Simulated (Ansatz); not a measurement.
# CH2SeZn: the cost of one run

Computed with Ansatz 0.2.0, Gaussian basis. Level: the settings change from run to run.

### 1 The molecule

The structure was relaxed beforehand with PBE0-D4 in a triple-zeta def2 set.

5 atoms, charge 0, spin multiplicity 1.

Atoms are counted from 1 here; the program's logs count them from 0.

Bond lengths: C1–Se3 1.746 Å, C1–H4 1.087 Å, C1–H5 1.087 Å. Angles: Se3–C1–H4 121.8°, Se3–C1–H5 121.8°, H4–C1–H5 116.3°.

### 2 HSE06/def2-SVP

Set apart from the defaults: D4 dispersion, high accuracy.

Contents of in.yaml:

```yaml
crystal:
  periodic: [false, false, false]
  atoms:
    - {symbol: C, position_ang: [-0.051441, -0.586775, -0.138096]}
    - {symbol: Zn, position_ang: [0.722588, 2.351214, 0.883282]}
    - {symbol: Se, position_ang: [-1.426464, -0.660753, -1.212016]}
    - {symbol: H, position_ang: [0.963849, -0.484230, -0.513121]}
    - {symbol: H, position_ang: [-0.158632, -0.693157, 0.938551]}
basis:
  gaussian: {orbitals: def2-SVP}
hamiltonian: {xc: {name: HSE06}, dispersion: d4}
accuracy: high
output: {forces: true}
```

The run is started by

```bash
ansatz run in.yaml --threads 2 --pin off --events-out ev --progress --plain --max-ram 4352MiB
```

Q: Estimate wall time and peak memory on 2 threads of Arm Neoverse V2, shared host.

About 6.5 s, with a peak of 0.35 GiB.
